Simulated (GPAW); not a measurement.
A run of GPAW 26.7.0 is set up as follows.

run.py

```python
import numpy as np
import spglib
from ase import Atoms
from ase.dft.bandgap import bandgap
from ase.io import read, write
from gpaw import GPAW, PW, setup_paths
from gpaw.response.df import DielectricFunction

setup_paths.insert(0, '.')

atoms = read('TiSi2.cif')
cell, positions, numbers = spglib.find_primitive(
    (atoms.cell[:], atoms.get_scaled_positions(), atoms.numbers), symprec=1e-4)
atoms = Atoms(numbers, cell=cell, scaled_positions=positions, pbc=True)

calc = GPAW(mode=PW(400),
            xc='LDA',
            kpts={'size': (6, 6, 6), 'gamma': True},
            occupations={'name': 'fermi-dirac', 'width': 0.05},
            nbands=38,
            convergence={'density': 1e-06},
            maxiter=150,
            txt='gpaw.txt')
atoms.calc = calc
energy = atoms.get_potential_energy()
calc.write('gs.gpw')
write('result.traj', atoms)
print(f'Energy: {energy:.6f} eV')
print('Fermi level:', round(calc.get_fermi_level(), 4), 'eV')
print(f'Gap: {bandgap(calc)[0]:.4f} eV, direct: {bandgap(calc, direct=True)[0]:.4f} eV')

dense = calc.fixed_density(kpts={'size': (6, 6, 6), 'gamma': True},
                           nbands=74, convergence={'bands': 68, 'eigenstates': 1e-7},
                           update_fermi_level=True, txt='dense.txt')
dense.write('dense.gpw', mode='all')

df = DielectricFunction('dense.gpw', frequencies=np.array([0.0]), hilbert=False, eta=0.001,
                        ecut=80, nbands=68, txt='df.txt')
for q_c in [[0.1666666667, 0.1666666667, 0.0], [0.3333333333, 0.3333333333, 0.0], [0.5, 0.5, 0.0], [0.6666666667, 0.6666666667, 0.0], [0.8333333333, 0.8333333333, 0.0]]:
    e0, e = df.get_dielectric_function(xc='RPA', q_c=q_c, filename=None)
    q = np.linalg.norm(2 * np.pi * np.array(q_c) @ atoms.cell.reciprocal())
    print(q_c, f'|q| = {q:.4f} 1/A: eps {e0[0].real:.4f} without, {e[0].real:.4f} with local fields')
```

The input TiSi2.cif:

```cif
data_TiSi2
_cell_length_a 4.77902391
_cell_length_b 8.23503261
_cell_length_c 8.52579567
_cell_angle_alpha 90.00000000
_cell_angle_beta 90.00000000
_cell_angle_gamma 90.00000000
_space_group_name_H-M_alt 'Fddd'
_space_group_name_Hall 'F 2 2 -1d'
_space_group_IT_number 70
loop_
_space_group_symop_operation_xyz
'x,y,z'
'-x,-y,z'
'x,-y,-z'
'-x,y,-z'
'-x+1/4,-y+1/4,-z+1/4'
'x+1/4,y+1/4,-z+1/4'
'-x+1/4,y+1/4,z+1/4'
'x+1/4,-y+1/4,z+1/4'
'x,y+1/2,z+1/2'
'-x,-y+1/2,z+1/2'
'x,-y+1/2,-z+1/2'
'-x,y+1/2,-z+1/2'
'-x+1/4,-y+3/4,-z+3/4'
'x+1/4,y+3/4,-z+3/4'
'-x+1/4,y+3/4,z+3/4'
'x+1/4,-y+3/4,z+3/4'
'x+1/2,y,z+1/2'
'-x+1/2,-y,z+1/2'
'x+1/2,-y,-z+1/2'
'-x+1/2,y,-z+1/2'
'-x+3/4,-y+1/4,-z+3/4'
'x+3/4,y+1/4,-z+3/4'
'-x+3/4,y+1/4,z+3/4'
'x+3/4,-y+1/4,z+3/4'
'x+1/2,y+1/2,z'
'-x+1/2,-y+1/2,z'
'x+1/2,-y+1/2,-z'
'-x+1/2,y+1/2,-z'
'-x+3/4,-y+3/4,-z+1/4'
'x+3/4,y+3/4,-z+1/4'
'-x+3/4,y+3/4,z+1/4'
'x+3/4,-y+3/4,z+1/4'
loop_
_atom_site_label
_atom_site_type_symbol
_atom_site_symmetry_multiplicity
_atom_site_Wyckoff_symbol
_atom_site_fract_x
_atom_site_fract_y
_atom_site_fract_z
_atom_site_occupancy
Ti1 Ti 8 b 0.7500000000 0.2500000000 0.2500000000 1
Si1 Si 16 f 0.7500000000 0.9125656100 0.2500000000 1
```

Potentials or basis: PAW data sets generated in the run's folder for this functional, pw.

Command:

```console
$ gpaw-setup -f LDA Si Ti
$ OMP_NUM_THREADS=1 python run.py
```

**Question.** What does it give for the band gap on the k mesh?

**Answer.** None (metal or under the smearing width).
